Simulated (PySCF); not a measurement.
# C₃H₆O₃S₂: magnetic properties

Aim: compute the magnetic properties of C₃H₆O₃S₂ (`C=C(SC)S(=O)(=O)O`).

Computed with PySCF 2.14.0 and routines of our own; the level stands in each step. Atoms count from 0.

## 1. The system as given

14 atoms, charge 0, multiplicity 1; geometry from: GFN2-xTB.

## 2. Magnetic properties: GIAO BHandHLYP/pcSseg-1

Job settings and geometry (Å):

```
{"job": {"kind": "mag", "xc": "BHandHLYP", "basis": "pcSseg-1", "isotopologues": 2}, "charge": 0, "multiplicity": 1}
C      0.101903    -2.224009    -0.344822
C      0.332420    -0.925302    -0.221548
S      1.350357     0.017365    -1.263935
C      0.862753     1.735767    -0.944572
S     -0.414261    -0.118608     1.191474
O     -1.086462    -1.088208     1.998865
O      0.498770     0.783281     1.811135
O     -1.576171     0.750359     0.466127
H      0.509054    -2.803110    -1.155627
H     -0.496582    -2.723321     0.395763
H      1.023208     1.972414     0.101643
H      1.505314     2.338161    -1.579923
H     -0.177857     1.876439    -1.217460
H     -2.433125     0.408298     0.725778
```

With the program's defaults for keys left out, this is: GIAO BHandHLYP/pcSseg-1 magnetisability, rotational g tensor and spin-rotation constants, non-relativistic, gas phase.

Run with:

```sh
OMP_NUM_THREADS=1 python excited_run.py task.json out
```

The driver reads the jobs from task.json and runs them one after another.

Log:

```text
coarse grid: 13488 points
cycle   1  E = -1139.2846022104  dE =  2.212e+00  |g| = 1.185e+00  |ddm| = 3.779e+00
cycle   2  E = -1139.0778520691  dE =  2.068e-01  |g| = 1.624e+00  |ddm| = 2.114e+00
cycle   3  E = -1139.5379481165  dE = -4.601e-01  |g| = 1.472e-01  |ddm| = 1.333e+00
cycle   4  E = -1139.5415403843  dE = -3.592e-03  |g| = 7.133e-02  |ddm| = 1.606e-01
cycle   5  E = -1139.5424991153  dE = -9.587e-04  |g| = 9.587e-03  |ddm| = 5.521e-02
cycle   6  E = -1139.5425189770  dE = -1.986e-05  |g| = 3.562e-03  |ddm| = 1.158e-02
cycle   7  E = -1139.5425221687  dE = -3.192e-06  |g| = 1.067e-03  |ddm| = 4.442e-03
final grid: 122976 points
cycle   8  E = -1139.6014605299  dE = -1.486e-05  |g| = 2.701e-03  |ddm| = 1.268e-02
cycle   9  E = -1139.6014606714  dE = -1.415e-07  |g| = 2.661e-03  |ddm| = 4.780e-03
cycle  10  E = -1139.6014623170  dE = -1.646e-06  |g| = 4.643e-04  |ddm| = 2.551e-03
cycle  11  E = -1139.6014623549  dE = -3.792e-08  |g| = 1.557e-04  |ddm| = 4.366e-04
cycle  12  E = -1139.6014623602  dE = -5.313e-09  |g| = 5.174e-05  |ddm| = 1.668e-04
cycle  13  E = -1139.6014623608  dE = -5.521e-10  |g| = 1.409e-05  |ddm| = 5.736e-05
converged SCF energy = -1139.6014623608

Magnetisability tensor (1e-30 J/T^2)
    -1382.00       31.00      -79.86
       31.00    -1358.59       57.04
      -79.86       57.04    -1278.74
isotropic -1339.78   principal values   -1457.35  -1337.17  -1224.81
isotropic susceptibility -80.683 1e-6 cm^3/mol

Inertial axes            a          b          c
rot. const./GHz      2.2776     1.3532     1.0459
chi total           -75.587    -80.280    -86.183
chi diamagnetic    -641.408   -948.138  -1219.426
chi paramagnetic    565.821    867.858   1133.243
quadrupole/D A       -3.727      5.586     -1.859
g nuclear            0.5729     0.5319     0.5465
g electronic        -0.6054    -0.5517    -0.5568
g total             -0.0326    -0.0198    -0.0103

Spin-rotation constants (kHz, H = +C I.J)
atom  isotope        aa         bb         cc
  8     1H       -0.025      0.004     -0.125
  9     1H        0.170     -0.097     -0.126
 10     1H       -0.100     -0.081     -0.055
 11     1H        0.011     -0.116     -0.124
 12     1H       -0.190     -0.139      0.008
 13     1H       -0.038     -0.173     -0.061
  0    13C*       1.056      0.438      0.133
  1    13C*       1.169      0.462      0.216
  2    33S*       0.453      0.376      0.283
  3    13C*       0.328      0.181      0.164
  4    33S*       0.939      0.520      0.423
  5    17O*      -0.518     -0.328     -0.205
  7    17O*      -0.651     -0.302     -0.152
* in the singly substituted isotopologue

Isotopologues: g along a, b, c
2H    at 8,9,10,11,12,1    -0.0286    -0.0190    -0.0095
13C   at 0                 -0.0319    -0.0198    -0.0102
```

It took 30 s on 1 thread of Arm Neoverse V2, shared host; peak memory 0.99 GiB.

From this job:

```
              quantity                      value
       magnetisability           -1340·10⁻³⁰ J/T²
  molar susceptibility         -80.7·10⁻⁶ cm³/mol
rotational g (a, b, c)  -0.0326, -0.0198, -0.0103
```

The fields below are evaluated on a grid from the run's orbitals.

Frontier orbitals at BHandHLYP/pcSseg-1, with the share of their density that lies nearest to each atom:

```
orbital  energy (eV)                                                               lies on
   HOMO        -7.82                                              S2 61 %; C0 17 %; C1 7 %
   LUMO        -0.15  C0, C1 about 28 % each; H8, H9 about 9 % each; S2, S4 about 7 % each
```

ELF in a plane through or near 7 of the atoms.

Values, 10 rows by 14 columns:
```
0.00 0.00 0.00 0.00 0.00 0.00 0.00 0.00 0.00 0.00 0.00 0.00 0.00 0.00
0.00 0.00 0.00 0.00 0.01 0.00 0.00 0.12 0.15 0.02 0.00 0.00 0.00 0.00
0.00 0.00 0.00 0.45 0.99 0.69 0.03 0.83 0.90 0.39 0.00 0.00 0.00 0.00
0.00 0.00 0.01 0.18 0.91 0.55 0.21 0.32 0.28 0.42 0.72 0.97 0.11 0.00
0.00 0.00 0.34 0.99 0.90 0.87 0.21 0.74 0.74 0.23 0.96 0.99 0.37 0.00
0.00 0.00 0.01 0.26 0.07 0.18 0.83 0.18 0.09 0.65 0.37 0.07 0.01 0.00
0.00 0.00 0.00 0.26 0.83 0.63 0.38 0.59 0.07 0.01 0.04 0.00 0.00 0.00
0.00 0.00 0.00 0.10 0.66 0.36 0.08 0.49 0.26 0.00 0.00 0.00 0.00 0.00
0.00 0.00 0.00 0.00 0.02 0.02 0.00 0.02 0.00 0.00 0.00 0.00 0.00 0.00
0.00 0.00 0.00 0.00 0.00 0.00 0.00 0.00 0.00 0.00 0.00 0.00 0.00 0.00
```
The map spans 11.2 Å across and 9.7 Å up, centred on the molecule. Atoms in the plane (x, y in Å): C0 (-1.9, 1.2), C1 (-0.7, 0.7), S2 (0.8, 1.7), C3 (2.1, 0.5), H8 (-2.1, 2.2), H9 (-2.7, 0.5), H11 (3.0, 1.0).

On the surface of density 0.002 e/bohr³ the electrostatic potential runs, from the 1st to the 99th percentile, from -1.47 V near O6 to 2.80 V near H13.

## 3. Magnetic properties: GIAO mPW1PW91/3-21G, grid 4

The job, as its differences from that of step 2:

```diff
@@ -1,2 +1,2 @@
-{"job": {"kind": "mag", "xc": "BHandHLYP", "basis": "pcSseg-1", "isotopologues": 2}, "charge": 0, "multiplicity": 1}
+{"job": {"kind": "mag", "xc": "mPW1PW91", "basis": "3-21G", "grid": 4, "scf": {"aux": "def2-qzvpp-jkfit"}}, "charge": 0, "multiplicity": 1}
 C      0.101903    -2.224009    -0.344822
```

Level: GIAO mPW1PW91/3-21G magnetisability, rotational g tensor and spin-rotation constants, non-relativistic, gas phase.

Log:

```text
final grid: 322232 points
cycle   1  E = -1133.4786839379  dE =  1.749e+00  |g| = 1.251e+00  |ddm| = 4.287e+00
cycle   2  E = -1132.9233672095  dE =  5.553e-01  |g| = 2.082e+00  |ddm| = 4.260e+00
cycle   3  E = -1133.7790127604  dE = -8.556e-01  |g| = 3.573e-01  |ddm| = 3.094e+00
cycle   4  E = -1133.8056500447  dE = -2.664e-02  |g| = 8.898e-02  |ddm| = 4.618e-01
cycle   5  E = -1133.8068964365  dE = -1.246e-03  |g| = 2.979e-02  |ddm| = 9.688e-02
cycle   6  E = -1133.8071212547  dE = -2.248e-04  |g| = 5.182e-03  |ddm| = 4.461e-02
cycle   7  E = -1133.8071262880  dE = -5.033e-06  |g| = 2.562e-03  |ddm| = 8.917e-03
cycle   8  E = -1133.8071276280  dE = -1.340e-06  |g| = 8.745e-04  |ddm| = 3.219e-03
cycle   9  E = -1133.8071278035  dE = -1.754e-07  |g| = 1.683e-04  |ddm| = 1.210e-03
cycle  10  E = -1133.8071278083  dE = -4.878e-09  |g| = 8.410e-05  |ddm| = 2.596e-04
cycle  11  E = -1133.8071278100  dE = -1.675e-09  |g| = 1.750e-05  |ddm| = 1.049e-04
cycle  12  E = -1133.8071278101  dE = -7.776e-11  |g| = 5.166e-06  |ddm| = 3.007e-05
converged SCF energy = -1133.8071278101

Magnetisability tensor (1e-30 J/T^2)
    -1462.87       54.69      -65.50
       54.69    -1415.47       48.85
      -65.50       48.85    -1356.14
isotropic -1411.49   principal values   -1535.82  -1379.87  -1318.79
isotropic susceptibility -85.002 1e-6 cm^3/mol

Inertial axes            a          b          c
rot. const./GHz      2.2776     1.3532     1.0459
chi total           -80.557    -84.157    -90.292
chi diamagnetic    -641.537   -948.489  -1219.723
chi paramagnetic    560.980    864.332   1129.432
quadrupole/D A       -3.948      5.741     -1.793
g nuclear            0.5729     0.5319     0.5465
g electronic        -0.6002    -0.5495    -0.5549
g total             -0.0274    -0.0176    -0.0084

Spin-rotation constants (kHz, H = +C I.J)
atom  isotope        aa         bb         cc
  8     1H       -0.043     -0.009     -0.134
  9     1H        0.139     -0.100     -0.135
 10     1H       -0.126     -0.096     -0.063
 11     1H       -0.010     -0.130     -0.136
 12     1H       -0.219     -0.151      0.000
 13     1H       -0.080     -0.203     -0.080
  0    13C*       0.821      0.352      0.091
  1    13C*       0.906      0.368      0.167
  2    33S*       0.343      0.319      0.225
  3    13C*       0.243      0.125      0.117
  4    33S*       0.779      0.416      0.342
  5    17O*      -0.482     -0.272     -0.161
  7    17O*      -0.529     -0.245     -0.117
* in the singly substituted isotopologue
```

Run time: 24 s. Hardware: 1 thread of Arm Neoverse V2, shared host; peak memory 0.57 GiB.

From this job:

```
              quantity                      value
       magnetisability           -1411·10⁻³⁰ J/T²
  molar susceptibility         -85.0·10⁻⁶ cm³/mol
rotational g (a, b, c)  -0.0274, -0.0176, -0.0084
```

## 4. The levels compared

```
                      level  ξ (10⁻³⁰ J/T²)     g(a)     g(b)  gap (eV)  functions  time
    GIAO BHandHLYP/pcSseg-1           -1340  -0.0326  -0.0198      7.67        180  30 s
GIAO mPW1PW91/3-21G, grid 4           -1411  -0.0274  -0.0176      5.88         92  24 s
```

## 5. Results

```
                                                quantity                      value
       magnetisability (step 2, GIAO BHandHLYP/pcSseg-1)           -1340·10⁻³⁰ J/T²
  molar susceptibility (step 2, GIAO BHandHLYP/pcSseg-1)         -80.7·10⁻⁶ cm³/mol
rotational g (a, b, c) (step 2, GIAO BHandHLYP/pcSseg-1)  -0.0326, -0.0198, -0.0103
                   surface potential, 1st and 99th percentile         -1.47 V and 2.80 V
                         magnetisability over the levels  -1411 to -1340·10⁻³⁰ J/T²
```

The magnetisability spreads by 5.2 % over 2 levels of like cost. Two levels can agree by chance, so this spread shows no convergence. Vibrational averaging and real surroundings are missing from these values.
